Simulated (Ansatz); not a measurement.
# Si: the cost of one run

Method: DFT r2SCAN, scalar-relativistic, plane waves, PAW, in Ansatz 0.2.0.

2 further runs of the same task are left out: 2 set aside as unsound or not needed. Runs told in other sessions of the task aren't counted.

## Step 1: The starting structure

Symmetry: Fd-3m, No. 227, cubic system. Conventional cell: a = 5.444 Å, b = 5.444 Å, c = 5.444 Å, α = 90.00°, β = 90.00°, γ = 90.00°. Si (site symmetry -43m) is surrounded by 4 Si at 2.36 Å.

Structure file:

```cif
data_structure
_symmetry_space_group_name_H-M 'Fd-3m:1'
_symmetry_Int_Tables_number 227
_cell_length_a 5.4442
_cell_length_b 5.4442
_cell_length_c 5.4442
_cell_angle_alpha 90.000
_cell_angle_beta 90.000
_cell_angle_gamma 90.000
_cell_volume 161.36
loop_
_atom_site_label
_atom_site_type_symbol
_atom_site_symmetry_multiplicity
_atom_site_Wyckoff_symbol
_atom_site_fract_x
_atom_site_fract_y
_atom_site_fract_z
_atom_site_occupancy
Si1 Si 8 b 0.00000 0.00000 0.50000 1
```

It is built from the cell relaxed beforehand with the same method (20.17 Å³/atom).

## Step 2: Zero of the scan

File input.yaml:

```yaml
crystal:
  lattice:
    - [5.4442106828, 0.0, 0.0]
    - [0.0, -5.4442106828, 0.0]
    - [0.0, 0.0, -5.4442106828]
  atoms:
    - { symbol: Si, position: [0.5, 0.0, 0.0] }
    - { symbol: Si, position: [0.0, 0.5, 0.0] }
    - { symbol: Si, position: [0.0, 0.0, 0.5] }
    - { symbol: Si, position: [0.5, 0.5, 0.5] }
    - { symbol: Si, position: [0.75, 0.75, 0.75] }
    - { symbol: Si, position: [0.25, 0.25, 0.75] }
    - { symbol: Si, position: [0.25, 0.75, 0.25] }
    - { symbol: Si, position: [0.75, 0.25, 0.25] }
basis:
  ecutwfc: 500
kpoints:
  mp_grid: { grid: [6, 6, 6] }
hamiltonian:
  xc: r2scan
scf:
  occupations: { method: gaussian, width: 0.05 }
output:
  forces: true
  stress: true
  eigenvalues: true
  write_density: true
  write_potential: true
  elf: true
  volumetric_format: npy
```

The run is started by

```sh
$ ansatz run input.yaml --threads 2 --pin off --max-ram 5120MiB --backend cpu --events-out ev --progress --plain --runs-dir out
```

Q: Estimate wall time and peak memory on 2 threads of Arm Neoverse V2, shared host.

About 5.4 s, with a peak of 0.66 GiB.
